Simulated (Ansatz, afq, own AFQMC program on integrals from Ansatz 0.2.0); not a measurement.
# BHBr (quartet): quantum Monte Carlo beside coupled cluster at distance B1–Br2 = 3.601 Å, cc-pVDZ

Aim: compute BHBr (quartet) with auxiliary-field quantum Monte Carlo on the same integrals as coupled cluster, and set the energies side by side.

Computed with Ansatz 0.2.0, Gaussian basis, and an in-house AFQMC program (afq) on its integrals; all values are calculated. Level: cc-pVDZ, frozen cores.

The runs, in order: PBE (unrestricted); r2SCAN (unrestricted); PBE0 (unrestricted); B3LYP (unrestricted); wB97M-V (unrestricted); B2PLYP (unrestricted); CCSD(T) on UHF; CCSDT(Q) on UHF; Phaseless AFQMC, CISD trial on UHF; Phaseless AFQMC, single-determinant trial on UHF.

**1. What is computed**

The geometry derives from a PBE0/def2-TZVP stationary point (not a proven minimum). One bond is set to the value named and the two fragments are kept rigid. No spin-orbit coupling is included. The filled d shell of Br may be among the frozen orbitals whatever the setting's name suggests; the logs give the count.

3 atoms, charge 0, spin multiplicity 4.

Atoms are counted from 1 here; the program's logs count them from 0.

Bond lengths: B1–H3 1.279 Å.

**2. PBE (unrestricted)**

File in.yaml:

```yaml
crystal:
  periodic: [false, false, false]
  atoms:
    - {symbol: B, position_ang: [0.000000, -0.331087, 3.122209]}
    - {symbol: Br, position_ang: [0.000000, 0.032905, -0.460348]}
    - {symbol: H, position_ang: [0.000000, 0.942674, 3.005559]}
basis:
  gaussian: {orbitals: cc-pVDZ}
magnetization: {spin_polarized: true, initial_magnetization: 3}
hamiltonian: {xc: {name: PBE}}
output: {orbitals: {seedname: orbitals}}
```

Run with:

```
$ ansatz run in.yaml --threads 1 --pin off --events-out ev --progress --plain --max-ram 1382MiB
```

The program printed:

```text
Functional definition: PBE
  name "PBE"
  cite "Perdew, Burke & Ernzerhof, Phys. Rev. Lett. 77, 3865 (1996) doi:10.1103/PhysRevLett.77.3865"
  parent pbe
  parameter kappa = 0.804
  parameter beta = 0.06672455060314922
  exchange = pbe_x(kappa = kappa, mu = beta*pi^2/3)
  correlation = pbe_c(beta = beta)
572 factors; their error is unknown
mean field evaluation 1: about -70718.5101 eV, gradient 8.2e0 eV
mean field evaluation 2: about -70713.0844 eV, gradient 2.1e1 eV
mean field evaluation 4: about -70719.4917 eV, gradient 1.0e0 eV
mean field evaluation 8: about -70719.4763 eV, gradient 2.0e-2 eV
mean field evaluation 16: about -70719.4763 eV, gradient 5.0e-5 eV
mean field evaluation 32: about -70719.4706 eV, gradient 1.9e-3 eV
mean field evaluation 64: about -70719.3708 eV, gradient 4.4e-4 eV
mean field evaluation 96: about -70719.4600 eV, gradient 1.3e-1 eV
mean field evaluation 128: about -70719.4760 eV, gradient 8.1e-3 eV
mean field evaluation 160: about -70719.3708 eV, gradient 1.5e-2 eV
mean field -70719.47634640 eV, -2598.8928203473 hartree, gradient 1.1e-6 eV, S^2 3.752393; 14 other end points of the search recorded, 0 dependent functions left out
reference -70719.47637783 eV, -2598.8928215024 hartree; 22, 19 occupied and 24, 27 virtual orbitals, 572 factors
Total energy: -70719.47637783 eV, -2598.8928215024 hartree
```

It took 8 s on 1 thread of AMD EPYC 9R14 (Zen 4), shared host.

From the report: ⟨S²⟩ of the determinant 3.752 (pure quartet: 3.75).

**3. r2SCAN (unrestricted)**

Edit in.yaml of step 2 so:

```diff
@@ -9,3 +9,2 @@
 magnetization: {spin_polarized: true, initial_magnetization: 3}
-hamiltonian: {xc: {name: PBE}}
-output: {orbitals: {seedname: orbitals}}
+hamiltonian: {xc: {name: r2SCAN}}
```

Launched as before.

The program printed, cut to the lines that bear on the results:

```text
Functional definition: r2SCAN
  name "r2SCAN"
  cite "Furness, Kaplan, Ning, Perdew & Sun, J. Phys. Chem. Lett. 11, 8208 (2020) doi:10.1021/acs.jpclett.0c02405"
  cite "Furness, Kaplan, Ning, Perdew & Sun, J. Phys. Chem. Lett. 11, 9248 (2020) doi:10.1021/acs.jpclett.0c03077"
  parent r2scan
[...]
572 factors; their error is unknown
[...]
mean field -70730.56999639 eV, -2599.3005044650 hartree, gradient 4.6e-6 eV, S^2 3.754792; 10 other end points of the search recorded, 0 dependent functions left out
reference -70730.57000574 eV, -2599.3005048085 hartree; 22, 19 occupied and 24, 27 virtual orbitals, 572 factors
Total energy: -70730.57000574 eV, -2599.3005048085 hartree
```

Wall time 21 s (1 thread of AMD EPYC 9R14 (Zen 4), shared host).

From the report: ⟨S²⟩ of the determinant 3.755 (pure quartet: 3.75).

**4. PBE0 (unrestricted)**

Edit in.yaml of step 3 so:

```diff
@@ -9,2 +9,3 @@
 magnetization: {spin_polarized: true, initial_magnetization: 3}
-hamiltonian: {xc: {name: r2SCAN}}
+hamiltonian: {xc: {name: PBE0}}
+output: {orbitals: {seedname: orbitals}}
```

Launched as before.

The program printed, cut to the lines that bear on the results:

```text
Functional definition: PBE0
  name "PBE0"
  cite "Adamo & Barone, J. Chem. Phys. 110, 6158 (1999) doi:10.1063/1.478522"
  cite "Perdew, Burke & Ernzerhof, Phys. Rev. Lett. 77, 3865 (1996) doi:10.1103/PhysRevLett.77.3865"
  parent pbe
[...]
493 factors; integrals over basis functions are off by at most 9.0e-4 eV
[...]
mean field -70722.24440481 eV, -2598.9945446179 hartree, gradient 2.4e-6 eV, S^2 3.753283; 3 other end points of the search recorded, 0 dependent functions left out
reference -70722.24442837 eV, -2598.9945454835 hartree; 22, 19 occupied and 24, 27 virtual orbitals, 493 factors
Total energy: -70722.24442837 eV, -2598.9945454835 hartree
```

It took 2.5 s on 1 thread of AMD EPYC 9R14 (Zen 4), shared host.

From the report: ⟨S²⟩ of the determinant 3.753 (pure quartet: 3.75).

**5. B3LYP (unrestricted)**

Edit in.yaml of step 4 so:

```diff
@@ -9,3 +9,2 @@
 magnetization: {spin_polarized: true, initial_magnetization: 3}
-hamiltonian: {xc: {name: PBE0}}
-output: {orbitals: {seedname: orbitals}}
+hamiltonian: {xc: {name: B3LYP}}
```

Same command.

The program printed, cut to the lines that bear on the results:

```text
Functional definition: B3LYP
  name "B3LYP"
  cite "Stephens, Devlin, Chabalowski & Frisch, J. Phys. Chem. 98, 11623 (1994) doi:10.1021/j100096a001"
  cite "Becke, Phys. Rev. A 38, 3098 (1988) doi:10.1103/PhysRevA.38.3098"
  cite "Lee, Yang & Parr, Phys. Rev. B 37, 785 (1988) doi:10.1103/PhysRevB.37.785"
  cite "Vosko, Wilk & Nusair, Can. J. Phys. 58, 1200 (1980) doi:10.1139/p80-159"
[...]
493 factors; integrals over basis functions are off by at most 9.0e-4 eV
[...]
mean field -70732.30010864 eV, -2599.3640849174 hartree, gradient 5.4e-7 eV, S^2 3.752811; 3 other end points of the search recorded, 0 dependent functions left out
reference -70732.30031887 eV, -2599.3640926434 hartree; 22, 19 occupied and 24, 27 virtual orbitals, 493 factors
Total energy: -70732.30031887 eV, -2599.3640926434 hartree
```

It took 2.6 s on 1 thread of AMD EPYC 9R14 (Zen 4), shared host.

From the report: ⟨S²⟩ of the determinant 3.753 (pure quartet: 3.75).

**6. wB97M-V (unrestricted)**

Edit in.yaml of step 5 so:

```diff
@@ -9,2 +9,3 @@
 magnetization: {spin_polarized: true, initial_magnetization: 3}
-hamiltonian: {xc: {name: B3LYP}}
+hamiltonian: {xc: {name: wB97M-V}}
+output: {orbitals: {seedname: orbitals}}
```

Same command.

The program printed, cut to the lines that bear on the results:

```text
Functional definition: wB97M-V
  name "wB97M-V"
  cite "Mardirossian & Head-Gordon, J. Chem. Phys. 144, 214110 (2016) doi:10.1063/1.4952647"
  cite "Becke, J. Chem. Phys. 107, 8554 (1997) doi:10.1063/1.475007"
  cite "Vydrov & Van Voorhis, J. Chem. Phys. 133, 244103 (2010) doi:10.1063/1.3521275"
  # Of w^i u^j: cxij and so on, Table III.
[...]
  gx(w, u) = 1 - cx + cx01*u + cx10*w
  gss(w, u) = css00 + css04*u^4 + css10*w + css20*w^2 + css43*w^4*u^3
  gos(w, u) = cos00 + cos10*w + (cos20 + cos21*u)*w^2 + (cos60 + cos61*u)*w^6
[...]
      + integral(e_c_pw_mod_opposite_spin*gos(b97_w_opposite, b97_u_opposite)) + vv10(b, c)
493 factors; integrals over basis functions are off by at most 9.0e-4 eV
117 factors; integrals over basis functions are off by at most 1.2e-5 eV
[...]
mean field -70726.86358938 eV, -2599.1642965196 hartree, gradient 9.2e-7 eV, S^2 3.752061; 3 other end points of the search recorded, 0 dependent functions left out
reference -70726.86362073 eV, -2599.1642976719 hartree; 22, 19 occupied and 24, 27 virtual orbitals, 493 factors
Total energy: -70726.86362073 eV, -2599.1642976719 hartree
```

It took 11 s on 1 thread of AMD EPYC 9R14 (Zen 4), shared host.

From the report: ⟨S²⟩ of the determinant 3.752 (pure quartet: 3.75).

**7. B2PLYP (unrestricted)**

Edit in.yaml of step 6 so:

```diff
@@ -9,3 +9,3 @@
 magnetization: {spin_polarized: true, initial_magnetization: 3}
-hamiltonian: {xc: {name: wB97M-V}}
-output: {orbitals: {seedname: orbitals}}
+hamiltonian: {xc: {name: B2PLYP}}
+correlation: {electrons: outside_noble_gas}
```

Same command.

The program printed, cut to the lines that bear on the results:

```text
Functional definition: B2PLYP
  name "B2PLYP"
  cite "Grimme, J. Chem. Phys. 124, 034108 (2006) doi:10.1063/1.2148954"
  cite "Becke, Phys. Rev. A 38, 3098 (1988) doi:10.1103/PhysRevA.38.3098"
  cite "Lee, Yang & Parr, Phys. Rev. B 37, 785 (1988) doi:10.1103/PhysRevB.37.785"
[...]
493 factors; integrals over basis functions are off by at most 9.0e-4 eV
[...]
mean field -70717.58683929 eV, -2598.8233822418 hartree, gradient 4.0e-10 eV, S^2 3.754727; 6 other end points of the search recorded, 0 dependent functions left out
15 core orbitals not correlated: weight in the atoms' cores, before any rotation towards them, 1.000 or more for the frozen orbitals, at most 0.000 for the correlated occupied ones
reference -70717.58697276 eV, -2598.8233871470 hartree; 7, 4 occupied and 24, 27 virtual orbitals, 493 factors
second order -4.52714358 eV of doubles, -0.00000000 eV of singles
Total energy: -70718.80930153 eV, -2598.8683069006 hartree
```

Wall time 5.5 s (1 thread of AMD EPYC 9R14 (Zen 4), shared host).

From the report: ⟨S²⟩ of the determinant 3.755 (pure quartet: 3.75).

**8. CCSD(T) on UHF**

Edit in.yaml of step 7 so:

```diff
@@ -9,3 +9,2 @@
 magnetization: {spin_polarized: true, initial_magnetization: 3}
-hamiltonian: {xc: {name: B2PLYP}}
-correlation: {electrons: outside_noble_gas}
+correlation: {method: ccsd_t, electrons: outside_noble_gas, hamiltonian_folder: ham}
```

Same command.

The program printed, cut to the lines that bear on the results:

```text
Functional definition: HF
  name "HF"
  cite "Fock, Z. Phys. 61, 126 (1930) doi:10.1007/BF01340294"
  parent pbe
[...]
493 factors; integrals over basis functions are off by at most 9.0e-4 eV
[...]
mean field -70680.96739592 eV, -2597.4776425195 hartree, gradient 1.6e-9 eV, S^2 3.757974; 24 other end points of the search recorded, 0 dependent functions left out
determinant -70680.96739592 eV, -2597.4776425195 hartree, with singles and doubles -70685.43107407 eV, -2597.6416796659 hartree
determinant -70680.96377941 eV, -2597.4775096154 hartree, with singles and doubles -70685.42470941 eV, -2597.6414457690 hartree
determinant -70680.89908389 eV, -2597.4751320990 hartree, with singles and doubles -70685.36385570 eV, -2597.6392094365 hartree
determinant -70680.87953176 eV, -2597.4744135714 hartree, with singles and doubles -70685.33496973 eV, -2597.6381478967 hartree
[...]
determinant -70680.89908389 eV, -2597.4751320990 hartree, with singles and doubles -70685.36388166 eV, -2597.6392103905 hartree
determinant -70680.87953176 eV, -2597.4744135714 hartree, with singles and doubles -70685.33511508 eV, -2597.6381532383 hartree
determinant -70680.84564170 eV, -2597.4731681344 hartree, with singles and doubles -70685.30647667 eV, -2597.6371007960 hartree
determinant -70680.83579076 eV, -2597.4728061190 hartree, with singles and doubles -70685.29897543 eV, -2597.6368251306 hartree
15 core orbitals not correlated: weight in the atoms' cores, before any rotation towards them, 1.000 or more for the frozen orbitals, at most 0.000 for the correlated occupied ones
reference -70680.96739592 eV, -2597.4776425195 hartree; 7, 4 occupied and 24, 27 virtual orbitals, 493 factors
second order -3.66426371 eV of doubles, -0.00000000 eV of singles
cycle   1  -4.46379554 eV  change   -2.0e-6 eV  update   1.8e-6
perturbative correction -0.05165789 eV, -0.0018983923 hartree
Total energy: -70685.48284934 eV, -2597.6435823722 hartree
```

Wall time 13 s (1 thread of AMD EPYC 9R14 (Zen 4), shared host).

From the report: ⟨S²⟩ of the determinant 3.758 (pure quartet: 3.75); correlation -4.5155 eV; T1 0.013; largest double amplitude 0.06.

This run also writes the integrals to the folder ham.

**9. CCSDT(Q) on UHF**

Edit in.yaml of step 8 so:

```diff
@@ -9,2 +9,2 @@
 magnetization: {spin_polarized: true, initial_magnetization: 3}
-correlation: {method: ccsd_t, electrons: outside_noble_gas, hamiltonian_folder: ham}
+correlation: {method: ccsdt_q, electrons: outside_noble_gas}
```

Launched as before.

The program printed, cut to the lines that bear on the results:

```text
Functional definition: HF
  name "HF"
  cite "Fock, Z. Phys. 61, 126 (1930) doi:10.1007/BF01340294"
  parent pbe
[...]
838 factors; integrals over basis functions are off by at most 1.6e-7 eV
[...]
mean field -70680.96746918 eV, -2597.4776452118 hartree, gradient 3.0e-6 eV, S^2 3.757974; 23 other end points of the search recorded, 0 dependent functions left out
determinant -70680.96746918 eV, -2597.4776452118 hartree, with singles and doubles -70685.43114717 eV, -2597.6416823524 hartree
determinant -70680.96385709 eV, -2597.4775124699 hartree, with singles and doubles -70685.42478625 eV, -2597.6414485929 hartree
determinant -70680.89916081 eV, -2597.4751349255 hartree, with singles and doubles -70685.36393121 eV, -2597.6392122115 hartree
determinant -70680.87959954 eV, -2597.4744160623 hartree, with singles and doubles -70685.33503603 eV, -2597.6381503333 hartree
[...]
determinant -70680.87959954 eV, -2597.4744160623 hartree, with singles and doubles -70685.33517788 eV, -2597.6381555460 hartree
determinant -70680.84570976 eV, -2597.4731706358 hartree, with singles and doubles -70685.30654022 eV, -2597.6371031315 hartree
determinant -70680.83585371 eV, -2597.4728084324 hartree, with singles and doubles -70685.29903743 eV, -2597.6368274090 hartree
15 core orbitals not correlated: weight in the atoms' cores, before any rotation towards them, 1.000 or more for the frozen orbitals, at most 0.000 for the correlated occupied ones
reference -70680.96746918 eV, -2597.4776452118 hartree; 7, 4 occupied and 24, 27 virtual orbitals, 838 factors
second order -3.66426914 eV of doubles, -0.00000000 eV of singles
cycle   1  -4.24860943 eV  change   -5.8e-1 eV  update   5.5e-2
[...]
cycle  40  -4.53364254 eV  change   -3.9e-7 eV  update   8.2e-7
perturbative correction -0.00535026 eV, -0.0001966185 hartree
Total energy: -70685.50646198 eV, -2597.6444501206 hartree
```

Run time: 26 s. Hardware: 1 thread of AMD EPYC 9R14 (Zen 4), shared host; peak memory 0.25 GiB.

From the report: ⟨S²⟩ of the determinant 3.758 (pure quartet: 3.75); correlation -4.5390 eV; T1 0.013; largest double amplitude 0.10.

**10. Phaseless AFQMC, CISD trial on UHF**

It reads the integrals that the CCSD(T) run on this determinant wrote.

Run with:

```
$ afq ham --method phaseless --trial cisd --walkers 60 --populations 1 --least-time 40 --time-step 0.005 --steps-per-block 50 --equilibration-blocks 40 --max-blocks 300 --target-error 0.0008 --factor-cut 1e-05 --start spin_pure --seed 443 --release-times 0.24,0.51,0.99,1.62,2.4 --release-step 0.03 --release-every 4 --taylor-order 6
```

The program printed:

```text
orbitals 31  electrons 7 4  factors 203 of 493
reference energy -2597.47764252 Eh
CCSD correlation -0.16404155 Eh in 13 cycles, weight of the determinant in the CISD state 0.9126
energy of the start -2597.641575 Eh
 block  time / (1/Eh)  mean weight  energy / Eh
     1     0.250  1.0002  -2597.639592
     2     0.500  1.0008  -2597.640056
     3     0.750  1.0003  -2597.642056
     4     1.000  0.9991  -2597.641507
     5     1.250  0.9999  -2597.641674
     6     1.500  0.9985  -2597.642297
     7     1.750  1.0012  -2597.642919
     8     2.000  0.9996  -2597.644692
     9     2.250  0.9990  -2597.645680
    10     2.500  0.9997  -2597.644883
    11     2.750  1.0010  -2597.643324
    16     4.000  1.0002  -2597.645064
    21     5.250  1.0007  -2597.646399
    26     6.500  0.9979  -2597.645194
    31     7.750  1.0007  -2597.644639
    36     9.000  1.0006  -2597.645199
    41    10.250  1.0016  -2597.642287
    46    11.500  0.9998  -2597.642193
    51    12.750  1.0001  -2597.646030
    56    14.000  0.9993  -2597.642909
    61    15.250  1.0024  -2597.643669
    66    16.500  0.9997  -2597.643460
    71    17.750  1.0012  -2597.643510
    76    19.000  0.9990  -2597.643388
    81    20.250  1.0000  -2597.645107
    86    21.500  1.0014  -2597.644732
    91    22.750  0.9995  -2597.643925
    96    24.000  1.0010  -2597.644468
   101    25.250  0.9986  -2597.644479
   106    26.500  1.0002  -2597.642267
   111    27.750  1.0013  -2597.646355
   116    29.000  1.0016  -2597.643125
   121    30.250  1.0001  -2597.641808
   126    31.500  1.0004  -2597.643038
   131    32.750  1.0009  -2597.646477
   136    34.000  1.0011  -2597.645721
   141    35.250  1.0013  -2597.642621
   146    36.500  0.9988  -2597.643612
   151    37.750  0.9985  -2597.642076
   156    39.000  0.9980  -2597.645813
   161    40.250  0.9992  -2597.644460
   166    41.500  0.9992  -2597.645116
   171    42.750  0.9994  -2597.641567
   176    44.000  1.0004  -2597.643074
   181    45.250  1.0010  -2597.642761
   186    46.500  0.9994  -2597.646634
   191    47.750  0.9999  -2597.642795
   196    49.000  1.0008  -2597.647034
blocks merged  error / Eh  count
     1  0.000162  160
     2  0.000199  80
     4  0.000248  40
     8  0.000284  20
    16  0.000306  10
released: time / (1/Eh)  energy / Eh  error  mean overlap
  0.24  -2597.644376  0.000231  0.9981
  0.51  -2597.644558  0.000244  0.9928
  0.99  -2597.644383  0.000251  0.9990
  1.62  -2597.644130  0.000202  1.0034
  2.40  -2597.645350  0.000338  0.9970
energy -2597.644323 +/- 0.000284 Eh
```

Wall time 100 s (1 thread of AMD EPYC 9R14 (Zen 4), shared host).

Energy -70685.5030 ± 0.0077 eV. Caveats: constraint bias not in the error.

**11. Phaseless AFQMC, single-determinant trial on UHF**

It reads the integrals that the CCSD(T) run on this determinant wrote.

Run with:

```
$ afq ham --method phaseless --trial hf --walkers 120 --populations 1 --least-time 40 --time-step 0.005 --steps-per-block 20 --equilibration-blocks 160 --max-blocks 600 --target-error 0.0024000000000000002 --factor-cut 1e-05 --start spin_pure --seed 7221 --taylor-order 6
```

The program printed:

```text
orbitals 31  electrons 7 4  factors 203 of 493
reference energy -2597.47764252 Eh
CCSD correlation -0.16404155 Eh in 13 cycles, weight of the determinant in the CISD state 0.9126
energy of the start -2597.477710 Eh
 block  time / (1/Eh)  mean weight  energy / Eh
     1     0.100  1.0009  -2597.509239
     2     0.200  1.0003  -2597.532561
     3     0.300  1.0019  -2597.556704
     4     0.400  1.0009  -2597.575582
     5     0.500  1.0022  -2597.580538
     6     0.600  1.0011  -2597.588887
     7     0.700  1.0010  -2597.597045
     8     0.800  1.0001  -2597.607344
     9     0.900  1.0009  -2597.621028
    10     1.000  1.0000  -2597.625877
    15     1.500  1.0016  -2597.627390
    29     2.900  1.0002  -2597.639543
    43     4.300  1.0014  -2597.651441
    57     5.700  0.9997  -2597.654319
    71     7.100  1.0001  -2597.632322
    85     8.500  0.9996  -2597.638498
    99     9.900  1.0003  -2597.633718
   113    11.300  1.0018  -2597.645902
   127    12.700  1.0002  -2597.631524
   141    14.100  1.0003  -2597.646933
   155    15.500  1.0008  -2597.672929
   169    16.900  1.0006  -2597.647243
   183    18.300  0.9984  -2597.646466
   197    19.700  1.0017  -2597.645589
   211    21.100  0.9987  -2597.655368
   225    22.500  1.0011  -2597.660569
   239    23.900  0.9981  -2597.633635
   253    25.300  1.0007  -2597.630257
   267    26.700  0.9976  -2597.647041
   281    28.100  0.9994  -2597.638526
   295    29.500  0.9993  -2597.663795
   309    30.900  0.9974  -2597.651641
   323    32.300  1.0003  -2597.642466
   337    33.700  1.0001  -2597.653698
   351    35.100  0.9986  -2597.637713
   365    36.500  0.9989  -2597.636465
   379    37.900  0.9980  -2597.652255
   393    39.300  1.0004  -2597.630158
   407    40.700  1.0009  -2597.644438
   421    42.100  1.0005  -2597.651205
   435    43.500  1.0009  -2597.654130
   449    44.900  1.0009  -2597.645862
   463    46.300  1.0011  -2597.656324
   477    47.700  1.0000  -2597.636824
   491    49.100  1.0003  -2597.636921
   505    50.500  0.9980  -2597.645582
   519    51.900  1.0022  -2597.642713
   533    53.300  1.0013  -2597.637129
   547    54.700  1.0007  -2597.659739
blocks merged  error / Eh  count
     1  0.000516  400
     2  0.000669  200
     4  0.000872  100
     8  0.001080  50
    16  0.001285  25
    32  0.001134  12
energy -2597.645968 +/- 0.001285 Eh
```

Run time: 86 s. Hardware: 1 thread of AMD EPYC 9R14 (Zen 4), shared host.

Energy -70685.5478 ± 0.0350 eV. Caveats: constraint bias not in the error.

**12. AFQMC on the ladder**

On the UHF determinant, counted from CCSDT(Q) (a yardstick, not exact):

```csv
level,energy (eV),from CCSDT(Q) (kcal/mol),statistical error (kcal/mol),time
HF,-70680.9674,+104.67,,
MP2,-70684.6317,+20.17,,
CCSD,-70685.4312,+1.74,,
CCSD(T),-70685.4828,+0.54,,
CCSDT(Q),-70685.5065,0.00,,
"Phaseless AFQMC, CISD trial, step 0.005, 60 walkers",-70685.5030,+0.08,0.18,100 s
"Phaseless AFQMC, single-determinant trial, step 0.005, 120 walkers",-70685.5478,-0.95,0.81,86 s
```

The functionals' totals stand on their own zeros and serve differences with other points: PBE -70719.476 eV; r2SCAN -70730.570 eV; PBE0 -70722.244 eV; B3LYP -70732.300 eV; wB97M-V -70726.864 eV; B2PLYP -70718.809 eV.

**13. What came out**

| quantity | value |
| --- | --- |
| CCSD(T) on UHF from CCSDT(Q) | +0.54 kcal/mol |
| Phaseless AFQMC, CISD trial on UHF from CCSDT(Q) | +0.08 ± 0.18 kcal/mol |
| Phaseless AFQMC, single-determinant trial on UHF from CCSDT(Q) | -0.95 ± 0.81 kcal/mol |

On UHF the phaseless walk with the CISD trial lies +0.08 kcal/mol from CCSDT(Q), within three error bars. Error bars are statistical and leave out the constraint, the time step and what remains of the start.
